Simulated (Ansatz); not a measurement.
# Cl2FH3OZr: the cost of one run

All numbers below are computed with Ansatz 0.2.0 (RKS BLYP-D4/def2-SVP).

### Step 1. The structure to begin with

Bond lengths: Zr1–O2 2.420 Å, O2–H3 1.010 Å, Zr1–Cl4 2.520 Å, Zr1–Cl5 2.518 Å, Zr1–F6 1.979 Å, Zr1–H7 2.150 Å, Zr1–H8 2.291 Å. Angles (14 of 16 angles, heavy atoms first): O2–Zr1–Cl4 109.5°, O2–Zr1–Cl5 109.5°, O2–Zr1–F6 109.5°, Cl4–Zr1–Cl5 109.5°, Cl4–Zr1–F6 109.5°, Cl5–Zr1–F6 109.5°, Zr1–O2–H3 109.5°, O2–Zr1–H7 71.6°, O2–Zr1–H8 42.1°, Cl4–Zr1–H7 67.1°, Cl4–Zr1–H8 84.1°, Cl5–Zr1–H7 72.9°, Cl5–Zr1–H8 88.0°, F6–Zr1–H7 176.5°.

Structure file:

```xyz
8

Zr    0.0000    0.0000    0.0000
O     0.0000    0.0000    2.4200
H    -0.9095   -0.2814    2.7571
Cl    2.3764    0.0000   -0.8392
Cl   -1.1869    2.0563   -0.8392
F    -0.9326   -1.6157   -0.6593
H     1.1276    1.7004    0.6779
H     0.8486    1.2798    1.7004
```

### Step 2. A restrained relaxation towards end A

Springs on the bonds that form and break draw the guess towards this end; the thresholds are loose.

Input file input.yaml:

```yaml
crystal:
  periodic: [false, false, false]
  atoms:
    - { symbol: Zr, position_ang: [0.0, 0.0, 0.0] }
    - { symbol: O, position_ang: [0.0, 0.0, 2.42] }
    - { symbol: H, position_ang: [-0.9095, -0.2814, 2.7571] }
    - { symbol: Cl, position_ang: [2.3764, 0.0, -0.8392] }
    - { symbol: Cl, position_ang: [-1.1869, 2.0563, -0.8392] }
    - { symbol: F, position_ang: [-0.9326, -1.6157, -0.6593] }
    - { symbol: H, position_ang: [1.1276, 1.7004, 0.6779] }
    - { symbol: H, position_ang: [0.8486, 1.2798, 1.7004] }
basis:
  gaussian: { orbitals: def2-SVP }
hamiltonian:
  xc: blyp
  dispersion: d4
relax:
  f_tol: 0.15
  max_steps: 25
  restrain:
    - { distance: [0, 6], at: 3.05, k: 30.0 }
    - { distance: [7, 1], at: 2.21, k: 30.0 }
    - { distance: [0, 1], at: 2.07, k: 30.0 }
    - { distance: [7, 6], at: 0.66, k: 30.0 }
output:
  orbitals: {}
```

On the command line:

```sh
ansatz run input.yaml --threads 2 --pin off --max-ram 3072MiB --backend cpu --events-out ev --progress --plain --runs-dir out
```

**Question.** How long does this run take on 2 threads of Arm Neoverse V1, shared host, and how much memory does it need?

About 31 s, with a peak of 0.16 GiB.
